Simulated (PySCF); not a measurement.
# H4N2V (V(NH2)2): the cost of one run

Programs: PySCF 2.14.0, with routines of our own; each step states its level. All values are computed. Atoms count from 0.

## 1. The starting structure

7 atoms, charge 0, states of the metal's open shell are computed; geometry from: model start, shaken.

## 2. Geometry optimisation at PBE0-D3(BJ)/def2-TZVP

The job: settings as JSON, then the geometry in Å.

```
{"job": {"xc": "PBE0", "basis": "def2-TZVP", "d3": "d3bj", "grid": 1, "maxiter": 45, "kind": "geom"}, "charge": 0, "metal": "V", "open_shell": "d3"}
V      0.000020     0.004480    -0.004110
N     -0.013360    -0.006820     1.895130
H      0.820900     0.020100     2.502620
H     -0.829310     0.007350     2.515350
N      0.001580    -0.013960    -1.910440
H      0.830430    -0.020160    -2.516860
H     -0.848520    -0.019340    -2.537630
```

Command:

```console
$ OMP_NUM_THREADS=1 python lf_run.py task.json out
```

The driver reads the jobs from task.json and runs them one after another.

Q: Estimate the wall time and peak memory of this first job on 1 thread of Arm Neoverse V2, shared host.

About 38 s, with a peak of 0.49 GiB.
